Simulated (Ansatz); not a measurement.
BH4NO, SMILES NBO, energies of removing a hydrogen

Computed with the Ansatz DFT code, driven from Python.

Notebook, run cell by cell (the value of a cell's last expression is shown):

In [1]:
```python
import ansatz


def single_point(molecule, charge=0, unpaired=0):
    calc = (
        molecule.calculation()
        .basis(gaussian="aug-cc-pVDZ")
        .correlation("mp2")
    )
    if charge:
        calc = calc.charge(charge)
    if unpaired:
        calc = calc.spin("collinear", total=unpaired)
    return calc.run(threads=1, pin="off").report["free_energy_ev"]
```

In [2]:
```python
def without(molecule, index):
    rest = ansatz.Crystal.molecule()
    for i, site in enumerate(molecule.cartesian_sites):
        if i != index:
            rest = rest.atom(site.symbol, site.position_ang)
    return rest

geometry_ang = [
    ("N", (-0.7524, 0.0958, -0.7484)),
    ("B", (0.2339, 0.1501, 0.3507)),
    ("O", (1.0367, -1.0224, 0.5726)),
    ("H", (-1.4247, -0.5866, -0.5203)),
    ("H", (-1.3004, 1.0494, -0.7444)),
    ("H", (0.3755, 1.1291, 1.0261)),
    ("H", (1.8927, -0.8834, 0.018)),
]
bh4no = ansatz.Crystal.molecule()
for symbol, xyz in geometry_ang:
    bh4no = bh4no.atom(symbol, xyz)
```

In [3]:
```python
whole = single_point(bh4no, 0)
hydrogen = single_point(ansatz.Crystal.molecule().atom("H", (0, 0, 0)), 0, 1)
print(f"E(molecule) = {whole:.5f} eV, E(H) = {hydrogen:.5f} eV")
for index in [4, 5, 6]:
    radical = single_point(without(bh4no, index), 0, 1)
    print(f"H{index}: homolysis {96.485332 * (radical + hydrogen - whole):.1f} kJ/mol")
    anion = single_point(without(bh4no, index), -1)
    print(f"H{index}: loss of a proton {96.485332 * (anion - whole):.1f} kJ/mol")
```
```text
E(molecule) = -4268.76045 eV, E(H) = -13.58758 eV
H4: homolysis 466.0 kJ/mol
H4: loss of a proton 1635.1 kJ/mol
H5: homolysis 428.4 kJ/mol
H5: loss of a proton 1721.6 kJ/mol
H6: homolysis 447.7 kJ/mol
H6: loss of a proton 1508.2 kJ/mol
```

Caveats:
- Total energies depend on the basis set; only differences at equal settings carry meaning.
- The geometry is a force-field or estimated start, not a minimum of this method, and the basis set is short of its limit. All parts are taken at fixed geometry, without zero-point energy.
- Hardware and time: 11 s on 1 thread of Arm Neoverse V1 (shared host), peak memory 0.23 GiB.

(Lines on the test bed's own set-up are left out of the output.)
